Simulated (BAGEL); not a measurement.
**PBE0/cc-pVDZ (density fitting with qzvpp-jkfit) run of B2SiH3OF (SMILES FB1BO[SiH2]1)**

What is the energy change on altering one bond length of B2SiH3OF at PBE0/cc-pVDZ (density fitting with qzvpp-jkfit)? 

The calculation is run with BAGEL 1.2.2.

2 further runs of the same task are left out: 2 set aside as unsound or not needed.

## (1) The system as given

The species is B2SiH3OF (8 atoms), meant as a singlet with charge 0. SMILES: `FB1BO[SiH2]1`. Geometry: relaxed at PBE0-D4/def2-TZVP.

Bond lengths: F1–B2 1.306 Å, B2–B3 1.746 Å, B3–O4 1.365 Å, B2–Si5 2.041 Å, O4–Si5 1.721 Å, B3–H6 1.197 Å, Si5–H7 1.489 Å, Si5–H8 1.489 Å. Some angles: F1–B2–B3 139.6°, F1–B2–Si5 140.7°, B3–B2–Si5 79.7°, B2–B3–O4 98.8°, B3–O4–Si5 103.7°, B2–Si5–O4 77.8°, B2–B3–H6 140.6°, O4–B3–H6 120.6°, B2–Si5–H7 123.0°, B2–Si5–H8 123.0°.

## (2) The energy at PBE0/cc-pVDZ (density fitting with qzvpp-jkfit)

calc.json reads:

```json
{ "bagel" : [

{
  "title" : "molecule",
  "basis" : "cc-pvdz.json",
  "df_basis" : "qzvpp-jkfit",
  "angstrom" : "true",
  "geometry" : [
    { "atom" : "F", "xyz" : [   -0.634600,   -0.912100,    2.235600 ] },
    { "atom" : "B", "xyz" : [   -0.229200,   -0.367200,    1.119900 ] },
    { "atom" : "B", "xyz" : [    0.848600,    0.890900,    0.568500 ] },
    { "atom" : "O", "xyz" : [    0.644400,    0.766700,   -0.775900 ] },
    { "atom" : "Si", "xyz" : [   -0.499600,   -0.513000,   -0.897400 ] },
    { "atom" : "H", "xyz" : [    1.607300,    1.712300,    0.996800 ] },
    { "atom" : "H", "xyz" : [   -1.722100,   -0.018900,   -1.588700 ] },
    { "atom" : "H", "xyz" : [    0.077300,   -1.615700,   -1.714600 ] }
  ]
},
{
  "title" : "ks",
  "xc_func" : "pbe0"
},
{
  "title" : "print",
  "file" : "orbitals.molden",
  "orbitals" : "true"
}

]}
```

The basis set cc-pVDZ is read from a file made from the Basis Set Exchange's data (not shown).

Command:

```sh
BAGEL_NUM_THREADS=1 BAGEL calc.json > calc.out
```

Output:

```text
* using 1 threads per process

  ===============================================================
  ===============================================================

  *** Geometry ***

  { "atom" : "F", "xyz" : [     -1.199220,     -1.723619,      4.224672 ] },
  { "atom" : "B", "xyz" : [     -0.433125,     -0.693907,      2.116304 ] },
  { "atom" : "B", "xyz" : [      1.603622,      1.683557,      1.074309 ] },
  { "atom" : "O", "xyz" : [      1.217740,      1.448853,     -1.466239 ] },
  { "atom" : "Si", "xyz" : [     -0.944107,     -0.969430,     -1.695840 ] },
  { "atom" : "H", "xyz" : [      3.037357,      3.235778,      1.883679 ] },
  { "atom" : "H", "xyz" : [     -3.254297,     -0.035716,     -3.002208 ] },
  { "atom" : "H", "xyz" : [      0.146076,     -3.053231,     -3.240124 ] },

  Number of auxiliary basis functions:      486

  Since a DF basis is specified, we compute 2- and 3-index integrals:
    o Being stored without compression. Storage requirement is 0.031 GB

  Number of basis functions:       89
  Number of electrons      :       44

    * METHOD: MOLECULE                             0.21

  *** Kohn-Sham DFT ***

    * Removing 15037 points whose weight is below 1.00e-10
    * Grid points: 104211

  === Nuclear Repulsion ===
   185.3810028628

       - DIIS with orbital gradients will be used.

  === KS iteration (pbe0 / cc-pvdz.json) ===
      0       -491.11229774          0.09913544           0.34
      1       -474.36531889          0.18385438           0.34
      2       -496.66650574          0.10170829           0.34
      3       -508.40819144          0.10391178           0.34
      4       -510.40175685          0.09215277           0.33
      5       -514.25797845          0.05522439           0.33
      6       -515.06723535          0.03643001           0.33
      7       -515.56331413          0.01915381           0.33
      8       -515.74616134          0.00502481           0.33
      9       -515.76000562          0.00116229           0.33
     10       -515.76080075          0.00035315           0.33
     11       -515.76089943          0.00006293           0.33
     12       -515.76090195          0.00003247           0.33
     13       -515.76090265          0.00001206           0.34
     14       -515.76090274          0.00000370           0.33
     15       -515.76090275          0.00000160           0.33
     16       -515.76090275          0.00000064           0.33
     17       -515.76090275          0.00000030           0.33
     18       -515.76090275          0.00000004           0.33
     19       -515.76090275          0.00000004           0.33
     20       -515.76090275          0.00000001           0.33
    * SCF iteration converged.

    * Permanent dipole moment:
           (    0.266150,     0.302776,    -0.035455) a.u.

    * METHOD: KS                                   7.48

    * METHOD: PRINT                                0.01

  ===============================================================
```

Run time: 8.1 s. Hardware: 1 thread of Arm Neoverse V2, shared host; peak memory 0.44 GiB.

## (3) The distorted shape

calc.json reads:

```json
{ "bagel": [

{
  "title": "molecule",
  "basis": "cc-pvdz.json",
  "df_basis": "qzvpp-jkfit",
  "angstrom": true,
  "geometry": [
    { "atom": "F", "xyz": [   -0.695415,   -0.993842,    2.402970 ] },
    { "atom": "B", "xyz": [   -0.229200,   -0.367200,    1.119900 ] },
    { "atom": "B", "xyz": [    0.848600,    0.890900,    0.568500 ] },
    { "atom": "O", "xyz": [    0.644400,    0.766700,   -0.775900 ] },
    { "atom": "Si", "xyz": [   -0.499600,   -0.513000,   -0.897400 ] },
    { "atom": "H", "xyz": [    1.607300,    1.712300,    0.996800 ] },
    { "atom": "H", "xyz": [   -1.722100,   -0.018900,   -1.588700 ] },
    { "atom": "H", "xyz": [    0.077300,   -1.615700,   -1.714600 ] }
  ]
},
{ "title": "ks", "xc_func": "pbe0", "charge": 0 },
{ "title": "print", "file": "orbitals.molden", "orbitals": true }

]}
```

The basis set cc-pVDZ is read from a file made from the Basis Set Exchange's data (not shown).

Command:

```sh
BAGEL_NUM_THREADS=1 BAGEL calc.json > calc.out
```

Output:

```text
* using 1 threads per process

  ===============================================================
  ===============================================================

  *** Geometry ***

  { "atom" : "F", "xyz" : [     -1.314144,     -1.878089,      4.540955 ] },
  { "atom" : "B", "xyz" : [     -0.433125,     -0.693907,      2.116304 ] },
  { "atom" : "B", "xyz" : [      1.603622,      1.683557,      1.074309 ] },
  { "atom" : "O", "xyz" : [      1.217740,      1.448853,     -1.466239 ] },
  { "atom" : "Si", "xyz" : [     -0.944107,     -0.969430,     -1.695840 ] },
  { "atom" : "H", "xyz" : [      3.037357,      3.235778,      1.883679 ] },
  { "atom" : "H", "xyz" : [     -3.254297,     -0.035716,     -3.002208 ] },
  { "atom" : "H", "xyz" : [      0.146076,     -3.053231,     -3.240124 ] },

  Number of auxiliary basis functions:      486

  Since a DF basis is specified, we compute 2- and 3-index integrals:
    o Being stored without compression. Storage requirement is 0.031 GB

  Number of basis functions:       89
  Number of electrons      :       44

    * METHOD: MOLECULE                             0.22

  *** Kohn-Sham DFT ***

    * Removing 14828 points whose weight is below 1.00e-10
    * Grid points: 104420

  === Nuclear Repulsion ===
   180.7112022534

       - DIIS with orbital gradients will be used.

  === KS iteration (pbe0 / cc-pvdz.json) ===
      0       -490.91066595          0.09927291           0.35
      1       -478.82863273          0.16203587           0.34
      2       -492.27369078          0.11871570           0.34
      3       -505.59378585          0.11281550           0.34
      4       -511.20093579          0.07865614           0.35
      5       -514.37046945          0.05294713           0.34
      6       -515.40373965          0.02661314           0.34
      7       -515.56868792          0.01660491           0.35
      8       -515.71562927          0.00629930           0.34
      9       -515.74083961          0.00156288           0.33
     10       -515.74218349          0.00068179           0.34
     11       -515.74248384          0.00004843           0.34
     12       -515.74248530          0.00002090           0.35
     13       -515.74248557          0.00001006           0.34
     14       -515.74248565          0.00000189           0.35
     15       -515.74248565          0.00000059           0.34
     16       -515.74248565          0.00000015           0.34
     17       -515.74248565          0.00000010           0.34
     18       -515.74248565          0.00000003           0.34
     19       -515.74248565          0.00000002           0.34
     20       -515.74248565          0.00000000           0.34
    * SCF iteration converged.

    * Permanent dipole moment:
           (    0.151111,     0.138970,     0.397766) a.u.

    * METHOD: KS                                   7.68

    * METHOD: PRINT                                0.01

  ===============================================================
```

It took 8.1 s on 1 thread of Arm Neoverse V2, shared host; peak memory 0.44 GiB.

## (4) What came out

Level: PBE0/cc-pVDZ (density fitting with qzvpp-jkfit).

```
                                                         quantity          value
                                        first shape: total energy  -515.76090 Eh
                                       first shape: dipole moment         1.03 D
                                         first shape: HOMO energy       -6.98 eV
                                         first shape: LUMO energy       -2.58 eV
                                       first shape: HOMO–LUMO gap        4.40 eV
                                    distorted shape: total energy  -515.74249 Eh
                                   distorted shape: dipole moment         1.14 D
                                     distorted shape: HOMO energy       -7.42 eV
                                     distorted shape: LUMO energy       -3.05 eV
                                   distorted shape: HOMO–LUMO gap        4.37 eV
energy change with the F1–B2 bond stretched from 1.306 to 1.502 Å       0.501 eV
```

With the F1–B2 bond stretched from 1.306 to 1.502 Å the energy rises by 0.50 eV (48.4 kJ/mol). The first shape isn't relaxed at this level, so the change isn't measured from a minimum.
